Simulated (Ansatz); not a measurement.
# La2S3: the cost of one run

Computed with Ansatz 0.2.0 (DFT, r2SCAN, plane-wave PAW, default files, scalar-relativistic, unless a step's input says otherwise).

1 further run of the same task is left out (it didn't finish).

### 1 The starting structure

It takes space group Pnma (No. 62, orthorhombic). The conventional cell has a = 7.660 Å, b = 4.220 Å, c = 15.950 Å, α = 90.00°, β = 90.00°, γ = 90.00°. Around La (site symmetry m) lie 8 S at 2.90 to 3.19 Å. Around La (site symmetry m) lie 7 S at 2.90 to 3.11 Å. S (site symmetry m) is surrounded by 5 La at 2.90 to 3.19 Å. S (site symmetry m) has 5 La at 2.90 to 3.10 Å as nearest neighbours. S (site symmetry m) has 5 La at 2.94 to 3.05 Å as nearest neighbours.

Coordinates:

```
La S
1.0
     7.66000    0.00000    0.00000
     0.00000    4.22000    0.00000
     0.00000    0.00000   15.95000
La S
8 12
Direct
  0.14769 0.25000 0.20491
  0.35231 0.75000 0.70491
  0.64769 0.25000 0.29509
  0.85231 0.75000 0.79509
  0.76394 0.25000 0.54410
  0.73606 0.75000 0.04410
  0.26394 0.25000 0.95590
  0.23606 0.75000 0.45590
  0.01382 0.25000 0.39077
  0.48618 0.75000 0.89077
  0.51382 0.25000 0.10923
  0.98618 0.75000 0.60923
  0.14633 0.25000 0.78016
  0.35367 0.75000 0.28016
  0.64633 0.25000 0.71984
  0.85367 0.75000 0.21984
  0.37081 0.25000 0.56681
  0.12919 0.75000 0.06681
  0.87081 0.25000 0.93319
  0.62919 0.75000 0.43319
```

The earlier run gave: gap on the mesh 1.39 eV, largest force 0.004 eV/Å, pressure -1.5 GPa.

Site by site (atoms counted from 1):

| site | atoms | first shell | V_zz (10²¹ V/m²) | η | C_Q (MHz) |
| --- | --- | --- | --- | --- | --- |
| La1 | 1, 2, 3, 4 | 8 S at 2.90–3.19 Å | -7.58 | 0.48 | -37.7 (¹³⁹La) |
| La5 | 5, 6, 7, 8 | 7 S at 2.90–3.11 Å | -4.95 | 0.43 | -24.7 (¹³⁹La) |
| S9 | 9, 10, 11, 12 | 5 La at 2.90–3.19 Å | -3.73 | 0.20 | 6.25 (³³S) |
| S13 | 13, 14, 15, 16 | 5 La at 2.90–3.10 Å | 3.38 | 0.76 | -5.68 (³³S) |
| S17 | 17, 18, 19, 20 | 5 La at 2.94–3.05 Å | -2.32 | 0.98 | 3.90 (³³S) |

Conventions: |V_zz| ≥ |V_yy| ≥ |V_xx|, η = (V_xx − V_yy)/V_zz, C_Q = eQV_zz/h. Nuclear quadrupole moments: year-2017 set (Pyykkö).

### 2 Atom 13 (S) moved by 0.15 Å

Contents of input.yaml:

```yaml
crystal:
  lattice:
    - [7.66, 0.0, 0.0]
    - [0.0, 4.22, 0.0]
    - [0.0, 0.0, 15.95]
  atoms:
    - { symbol: La, position: [0.1476889947, 0.25, 0.2049067901] }
    - { symbol: La, position: [0.3523110053, 0.75, 0.7049067901] }
    - { symbol: La, position: [0.6476889947, 0.25, 0.2950932099] }
    - { symbol: La, position: [0.8523110053, 0.75, 0.7950932099] }
    - { symbol: La, position: [0.7639357419, 0.25, 0.5440996784] }
    - { symbol: La, position: [0.7360642581, 0.75, 0.0440996784] }
    - { symbol: La, position: [0.2639357419, 0.25, 0.9559003216] }
    - { symbol: La, position: [0.2360642581, 0.75, 0.4559003216] }
    - { symbol: S, position: [0.0138167973, 0.25, 0.3907708162] }
    - { symbol: S, position: [0.4861832027, 0.75, 0.8907708162] }
    - { symbol: S, position: [0.5138167973, 0.25, 0.1092291838] }
    - { symbol: S, position: [0.9861832027, 0.75, 0.6092291838] }
    - { symbol: S, position: [0.1659149865, 0.25, 0.7801557606] }
    - { symbol: S, position: [0.3536672589, 0.75, 0.2801557606] }
    - { symbol: S, position: [0.6463327411, 0.25, 0.7198442394] }
    - { symbol: S, position: [0.8536672589, 0.75, 0.2198442394] }
    - { symbol: S, position: [0.3708087941, 0.25, 0.5668137303] }
    - { symbol: S, position: [0.1291912059, 0.75, 0.0668137303] }
    - { symbol: S, position: [0.8708087941, 0.25, 0.9331862697] }
    - { symbol: S, position: [0.6291912059, 0.75, 0.4331862697] }
kpoints:
  mp_grid: { grid: [4, 7, 2] }
scf:
  occupations: { method: fermi_dirac, width: 0.02 }
hamiltonian:
  xc: r2scan
  pseudopotentials: { kind: paw }
output:
  forces: true
  stress: true
  populations: true
  efg:
    quadrupole_moments_barn: { La: 0.206, S: -0.0694 }
    contact_densities: true
```

Run with:

```bash
$ ansatz run input.yaml --threads 4 --pin off --max-ram 8192MiB --backend cpu --events-out ev --progress --plain --runs-dir out
```

What time and memory should one allow on 4 threads of AMD EPYC 9R45 (Zen 5), shared host?

About 39 s, with a peak of 2.9 GiB.
